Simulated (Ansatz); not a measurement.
# interstitial B in W: two geometries relaxed

Are the two ends of the hop to the nearest equivalent void separate minima, and which lies lower? Each is relaxed from a guess. The host cell (bcc) has 16 atoms; the extra atom is the last.

Program: Ansatz 0.2.0. Level of theory: DFT PBEsol, plane waves, PAW, scalar-relativistic, no spin polarisation. These are calculated values, not measurements.

### 1 The system as given

The cell holds 17 atoms (BW16): a = 6.320 Å, b = 6.320 Å, c = 6.320 Å, α = 90.00°, β = 90.00°, γ = 90.00°.

Its coordinates follow in the input file.

### 2 End point A

Input file input.yaml:

```yaml
crystal:
  lattice:
    - [6.32, 0.0, 0.0]
    - [0.0, 6.32, 0.0]
    - [0.0, 0.0, 6.32]
  atoms:
    - { symbol: W, position: [0.0, 0.0, 0.0] }
    - { symbol: W, position: [0.5, 0.0, 0.0] }
    - { symbol: W, position: [0.0, 0.5, 0.0] }
    - { symbol: W, position: [0.0, 0.0, 0.5] }
    - { symbol: W, position: [0.25, 0.25, 0.25] }
    - { symbol: W, position: [0.5, 0.5, 0.0] }
    - { symbol: W, position: [0.5, 0.0, 0.5] }
    - { symbol: W, position: [0.75, 0.25, 0.25] }
    - { symbol: W, position: [0.0, 0.5, 0.5] }
    - { symbol: W, position: [0.25, 0.75, 0.25] }
    - { symbol: W, position: [0.25, 0.25, 0.75] }
    - { symbol: W, position: [0.5, 0.5, 0.5] }
    - { symbol: W, position: [0.75, 0.75, 0.25] }
    - { symbol: W, position: [0.75, 0.25, 0.75] }
    - { symbol: W, position: [0.25, 0.75, 0.75] }
    - { symbol: W, position: [0.75, 0.75, 0.75] }
    - { symbol: B, position: [0.4920029, 0.376619, 0.2604253] }
basis:
  ecutwfc: 420.0
kpoints:
  mp_grid: { grid: [3, 3, 3] }
hamiltonian:
  xc: pbesol
  pseudopotentials: { kind: paw, azcp: { folder: soft_1 } }
scf:
  occupations: { method: gaussian, width: 0.1 }
  lower_state_search: "off"
relax:
  f_tol: 0.03
  max_steps: 60
  adjacent_minimum: "off"
output:
  write_density: true
  write_potential: true
  elf: true
  volumetric_format: npy
```

Launch:

```sh
$ ansatz run input.yaml --threads 4 --pin off --max-ram 10240MiB --backend cpu --events-out ev --progress --plain --runs-dir out
```

The program printed (excerpt; [...] marks lines left out):

```text
Warning: <dir> the record states the generating functional pbe (its physics header spells it `PBE`), which answers neither for hamiltonian.xc's functional nor for the pbesol family's — results may be inconsistent (PPs are generated against a specific XC)
[...]
Warning: RAYON_NUM_THREADS=4 ignored (pool sized by the plan → 4); use --threads N
[...]
Pseudopotentials: kind: paw
Pseudopotential: W, paw, valence charge 14, recommended cutoff 420 eV (normal), <dir>
Pseudopotential: B, paw, valence charge 3, recommended cutoff 420 eV (normal), <dir>
Functional definition: PBEsol
[...]
Crystal: 17 atoms, lattice volume = 252.436 Å³
Basis set: ecut = 420 eV, 4945 PW (Γ), exchange–correlation on 90×90×90 points (8 copies of the dense FFT grid, shifted against one another)
Bands: 137, of which v1, the nominal top of the filled ones, is band 114 counted from 1 (113 counted from 0)
Symmetry: 1 space group operations
Space group: P1 (ITA 1), of the structure as read, at distance tolerance 6.3e-5 Å
k-points: 14 of 27 (time reversal used)
[...]
SCF iter   1: F=—  HF=-164275.491386 eV  |F-HF|=—  |Δ(HF+E_count)|=         —  Δρ=9.52e-2  dr2=4.72e1  ethr=3.10e-3  ⟨swp⟩=5.1  Hψ=6580  notcnv=0
[...]
relax step   1: F+E_penalty+E_count = -164265.21490944 eV  Δ(F+E_penalty+E_count) = +0.000e0 eV  max|allowed force component| = 1.140e1 eV/Å  Δτ_max = 0.0000 Å  (6 SCF iters, dr2 threshold 2.25e-5 eV, accepted)
[...]
relax step   3: F+E_penalty+E_count = -164269.62880320 eV  Δ(F+E_penalty+E_count) = -2.407e0 eV  max|allowed force component| = 1.357e0 eV/Å  Δτ_max = 0.1726 Å  (6 SCF iters, dr2 threshold 1.00e-4 eV, accepted)
[...]
relax step   5: F+E_penalty+E_count = -164270.82767179 eV  Δ(F+E_penalty+E_count) = -5.782e-1 eV  max|allowed force component| = 2.445e0 eV/Å  Δτ_max = 0.1953 Å  (6 SCF iters, dr2 threshold 1.00e-4 eV, accepted)
[...]
relax step   7: F+E_penalty+E_count = -164271.53970655 eV  Δ(F+E_penalty+E_count) = -1.529e-1 eV  max|allowed force component| = 2.389e-1 eV/Å  Δτ_max = 0.1567 Å  (6 SCF iters, dr2 threshold 1.00e-4 eV, accepted)
[...]
relax step   8: F+E_penalty+E_count = -164271.54938791 eV  Δ(F+E_penalty+E_count) = -9.681e-3 eV  max|allowed force component| = 8.937e-2 eV/Å  Δτ_max = 0.0159 Å  (6 SCF iters, dr2 threshold 3.57e-6 eV, accepted)
[...]
relax step   9: F+E_penalty+E_count = -164271.54963623 eV  Δ(F+E_penalty+E_count) = -2.483e-4 eV  max|allowed force component| = 6.034e-3 eV/Å  Δτ_max = 0.0019 Å  (6 SCF iters, accepted)
NSCF: frozen V_eff on 14 k-points
[...]
Free energy (F): -164271.549636 eV
[...]
E sigma→0 (E₀):  -164271.523416 eV
Entropy (-TS):   -0.052441 eV (-3.085 meV/atom)
Fermi energy:    22.650922 eV
[...]
--- Forces (eV/Å), atoms counted from 1 ---
  atom   1  W     -0.00067197    -0.00155692     0.00484877
  atom   2  W      0.00033460     0.00084775     0.00479943
  atom   3  W      0.00026752     0.00059595     0.00539461
  atom   4  W     -0.00016266    -0.00090418    -0.00530296
  atom   5  W      0.00092395     0.00095095    -0.00020277
  atom   6  W     -0.00057130    -0.00001045    -0.00063395
  atom   7  W     -0.00005671     0.00147041    -0.00526615
  atom   8  W      0.00064074    -0.00011146     0.00001689
[...]
```

### 3 The log goes on: end point A relaxed

Output, continued (excerpt; [...] marks lines left out):

```text
  atom  10  W      0.00424673    -0.00306405     0.00024834
  atom  11  W     -0.00363999    -0.00257785     0.00084020
  atom  12  W     -0.00062414     0.00031238    -0.00072741
  atom  13  W     -0.00287173    -0.00197134     0.00045848
  atom  14  W      0.00319836    -0.00231509     0.00053674
  atom  15  W     -0.00167201     0.00226224     0.00034516
  atom  16  W      0.00136966     0.00216013     0.00018075
  atom  17  B     -0.00121252     0.00350853     0.00049766
[...]
--- Band table (eV; the first three rows and the last of 14) ---
[...]
--- Relaxed structure (9 steps of the walk, 9 accepted, 0 SCFs on fresh bases) ---
  F+E_penalty+E_count = -164271.54963623 eV   max|allowed force component| = 6.034e-3 eV/Å
  atoms:
    - { symbol: W, position: [-0.0004647707400028781, -0.007239876195527766, 0.004189759682971384] }
[...]
    - { symbol: W, position: [0.4995293415883823, -0.00727631925365973, 0.5022853245627071] }
    - { symbol: W, position: [0.747315023681166, 0.2449487721282929, 0.2506126066743335] }
    - { symbol: W, position: [-0.00047458230169656083, 0.49273972370754443, 0.5022929641936471] }
    - { symbol: W, position: [0.25171104916075554, 0.7405466657839195, 0.2506102943149409] }
    - { symbol: W, position: [0.239417423695372, 0.23262067209639245, 0.7506056387645206] }
    - { symbol: W, position: [0.49953814905134253, 0.4927501868889257, 0.5539486401841123] }
    - { symbol: W, position: [0.7473354446408156, 0.740543056037807, 0.2506069783923102] }
    - { symbol: W, position: [0.7596478880560813, 0.23261463420865494, 0.7506099190742116] }
    - { symbol: W, position: [0.23939807524285822, 0.7528689057733277, 0.750610706170798] }
    - { symbol: W, position: [0.7596664239669951, 0.7528736225032739, 0.7506136908041318] }
    - { symbol: B, position: [0.4995346209389675, 0.4927093792382312, 0.2506154399046101] }
```

Wall time 2.4 min (4 threads of Arm Neoverse V1, shared host); peak memory 1.3 GiB.

Relaxation path:

```
step  energy from step 1 (eV/cell)  largest force component (eV/Å)
   1                        0.0000                         11.4006
   2                       -2.0065                          3.5665
   3                       -4.4139                          1.3574
   4                       -5.0345                          2.5531
   5                       -5.6128                          2.4447
   6                       -6.1719                          1.2244
   7                       -6.3248                          0.2389
   8                       -6.3345                          0.0894
   9                       -6.3347                          0.0060
```

Step 1 is the start.

The atom that moved most is B17, by 0.74 Å.

### 4 End point B

The second end starts from a geometry with the move made by hand.

Changes to input.yaml since step 2:

```diff
@@ -22,3 +22,3 @@
     - { symbol: W, position: [0.75, 0.75, 0.75] }
-    - { symbol: B, position: [0.4920029, 0.376619, 0.2604253] }
+    - { symbol: B, position: [0.38006457, 0.49803035, 0.25747911] }
 basis:
```

Launch:

```sh
$ ansatz run input.yaml --threads 4 --pin off --max-ram 10240MiB --backend cpu --events-out ev --progress --plain --runs-dir out
```

The program printed (excerpt; [...] marks lines left out):

```text
Warning: <dir> the record states the generating functional pbe (its physics header spells it `PBE`), which answers neither for hamiltonian.xc's functional nor for the pbesol family's — results may be inconsistent (PPs are generated against a specific XC)
[...]
Warning: RAYON_NUM_THREADS=4 ignored (pool sized by the plan → 4); use --threads N
[...]
[... 4 set-up lines as earlier in the session ...]
[...]
Crystal: 17 atoms, lattice volume = 252.436 Å³
Basis set: ecut = 420 eV, 4945 PW (Γ), exchange–correlation on 90×90×90 points (8 copies of the dense FFT grid, shifted against one another)
Bands: 137, of which v1, the nominal top of the filled ones, is band 114 counted from 1 (113 counted from 0)
[... 2 set-up lines as earlier in the session ...]
k-points: 14 of 27 (time reversal used)
[...]
relax step   8: F+E_penalty+E_count = -164271.54958231 eV  Δ(F+E_penalty+E_count) = -1.755e-3 eV  max|allowed force component| = 2.197e-2 eV/Å  Δτ_max = 0.0060 Å  (6 SCF iters, dr2 threshold 5.50e-6 eV, accepted)
[...]
relax step   9: F+E_penalty+E_count = -164271.54958231 eV  Δ(F+E_penalty+E_count) = -1.164e-10 eV  max|allowed force component| = 2.197e-2 eV/Å  Δτ_max = 0.0000 Å  (6 SCF iters, accepted)
NSCF: frozen V_eff on 14 k-points
[...]
Free energy (F): -164271.549582 eV
[...]
E sigma→0 (E₀):  -164271.523345 eV
Entropy (-TS):   -0.052476 eV (-3.087 meV/atom)
Fermi energy:    22.650817 eV
[...]
--- Forces (eV/Å), atoms counted from 1 ---
  atom   1  W     -0.01606488    -0.00040024     0.00930033
  atom   2  W     -0.00069472    -0.00085996     0.00281996
  atom   3  W      0.01693153    -0.00064413     0.00252077
  atom   4  W     -0.00444362    -0.00035599    -0.01366990
  atom   5  W     -0.00232439    -0.00387800     0.00236618
  atom   6  W      0.02197441     0.00069767     0.00597997
  atom   7  W      0.00445364    -0.00108874    -0.00226340
  atom   8  W      0.00608199    -0.00050615    -0.00203502
[...]
```

### 5 The log goes on: end point B relaxed

Output, continued (excerpt; [...] marks lines left out):

```text
  atom  14  W     -0.00282041     0.00511803     0.00680795
  atom  15  W     -0.00540682     0.00251237    -0.00427152
  atom  16  W     -0.00436512    -0.00591473     0.00689775
  atom  17  B      0.00463871    -0.00086919     0.00015178
[...]
--- Band table (eV; the first three rows and the last of 14) ---
[...]
--- Relaxed structure (9 steps of the walk, 9 accepted, 0 SCFs on fresh bases) ---
  F+E_penalty+E_count = -164271.54958231 eV   max|allowed force component| = 2.197e-2 eV/Å
  atoms:
    - { symbol: W, position: [-0.006911651262512596, -0.00011211357130128607, 0.004014048011848224] }
    - { symbol: W, position: [0.4929805754711616, -0.00011024900268355225, -0.0012196776188716065] }
    - { symbol: W, position: [-0.007257328287547704, 0.49988996946382214, -0.001220186451553868] }
[...]
    - { symbol: W, position: [0.4929228785251007, -0.0001070219945177028, 0.502084964408257] }
    - { symbol: W, position: [0.7406690075707277, 0.2520927278594952, 0.25043165004871293] }
    - { symbol: W, position: [-0.007029273716891892, 0.4998900397844442, 0.5020807038220095] }
    - { symbol: W, position: [0.24514875465290423, 0.747622309941445, 0.25044105737790534] }
    - { symbol: W, position: [0.2328549672256892, 0.23976664223748484, 0.7504362771787002] }
    - { symbol: W, position: [0.49315935736561967, 0.49988348668015326, 0.5538148714960426] }
    - { symbol: W, position: [0.7406717996866415, 0.7476671528155663, 0.2504321206572158] }
    - { symbol: W, position: [0.7531223770951856, 0.23970169775385705, 0.7504289623685816] }
    - { symbol: W, position: [0.2328598138695945, 0.7599992636874459, 0.7504360973513323] }
    - { symbol: W, position: [0.7531307594631598, 0.760074104275607, 0.7504294299352976] }
    - { symbol: B, position: [0.49285855041381277, 0.4998880969007264, 0.2504505216033769] }
```

Wall time 2.3 min (4 threads of Arm Neoverse V1, shared host); peak memory 1.3 GiB.

Relaxation path:

```
step  energy from step 1 (eV/cell)  largest force component (eV/Å)
   1                        0.0000                         11.3070
   2                       -2.9253                          2.9362
   3                       -4.4555                          1.2566
   4                       -4.9502                          2.7075
   5                       -5.5989                          2.1265
   6                       -6.1668                          0.9459
   7                       -6.2440                          0.2648
   8                       -6.2458                          0.0220
   9                       -6.2458                          0.0220
```

Step 1 is the start. Step 9 solves the same geometry again.

The atom that moved most is B17, by 0.71 Å.

### 6 Results

```
                           quantity                    value
                              end A  8 moves, 6.335 eV lower
                              end B  7 moves, 6.246 eV lower
largest difference between the ends                   0.06 Å
            end B relative to end A                +0.000 eV
```

In words: The two relaxations end at one structure, within 0.06 Å: no second minimum was found from this start, which doesn't rule one out. Equivalent sites exist by translation; this start for end B simply lay in end A's basin. The cell holds an odd number of electrons and spin is off, so an unpaired electron is smeared over both spins.
